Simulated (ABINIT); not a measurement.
Here is an ABINIT 10.8.3 (patched build) calculation.

run.abi

```
# Datasets
ndtset 3

# Pseudopotentials
pp_dirpath "./"
pseudos "Mg.GGA_PBE-JTH.xml, S.GGA_PBE-JTH.xml"

# Structure
acell 6.9906999436 6.9905801503 6.9905067499
rprim
    -0.0000009975     0.7070970604     0.7071165018
     0.7070969237     0.0000109860     0.7071166385
     0.7071066433     0.7071069190     0.0000086883
ntypat 2
znucl 12 16
natom 2
typat 1 2
chkprim 0
chksymtnons 0
tolsym 1.0e-6
xred
   0.9999898700   0.9999876900   0.0000121400
   0.5000101300   0.5000123100   0.4999878600

# Plane-wave basis
ecut 20.0
pawecutdg 40.0
pawxcdev 0
ecutsm 0.5

# Exchange and correlation
ixc 11

# Bands and occupations
occopt 1

# SCF cycle
nstep 80
diemac 6.0

# Output
iomode 3
prteig 0
prtebands 0

# Dataset 1: ground state
kptopt1 1
ngkpt1 6 6 6
nshiftk1 1
shiftk1 0.0 0.0 0.0
nband1 8
tolvrs1 1.0e-11
prtden1 1
prtwf1 0

# Datasets 2 and 3: the band edges
kptopt2 0
nkpt2 2
kpt2
  0.0 0.0 0.0
  0.4285714300 0.0 0.4285714300
istwfk2 2*1
nband2 14
getden2 1
kptopt3 0
nkpt3 2
kpt3
  0.0 0.0 0.0
  0.4285714300 0.0 0.4285714300
istwfk3 2*1
nband3 14
getden3 1

# Dataset 2: bands at fixed density
iscf2 -2
nbdbuf2 2
tolwfr2 1.0e-20
nstep2 200

# Dataset 3: effective masses
iscf3 -3
getwfk3 2
rfelfd3 2
rfdir3 1 1 1
nqpt3 1
qpt3 0.0 0.0 0.0
tolwfr3 1.0e-20
nbdbuf3 2
nstep3 200
efmas3 1
efmas_bands3 6 8 9 9
efmas_calc_dirs3 1
efmas_n_dirs3 5
efmas_dirs3
  1 0 0
  0 1 0
  0 0 1
  1 1 0
  1 1 1
efmas_ntheta3 60
prtwf3 0
prtden3 0
prtpot3 0
```

Potentials or basis: JTH PAW PBE v2.0.

Command:

```bash
$ abinit run.abi > log 2>&1
```

Problem. Predict the pressure.

Solution. 0.0 GPa.

Effective masses (electron masses):
```
           k point  band   state  eigenvalues of the tensor           along 100, 010, 001, 110, 111
(0.00, 0.00, 0.00)     6  filled                          -  -0.247, -0.247, -0.247, -0.201, -0.189
(0.00, 0.00, 0.00)     7  filled                          -  -0.968, -0.968, -0.968, -0.968, -2.430
(0.00, 0.00, 0.00)     8  filled                          -  -0.968, -0.968, -0.968, -9.927, -2.430
(0.43, 0.00, 0.43)     9   empty        0.305, 0.305, 0.561       0.305, 0.561, 0.305, 0.395, 0.360
```

Caveat: the masses are taken at a mesh point that needn't be the band's extremum.
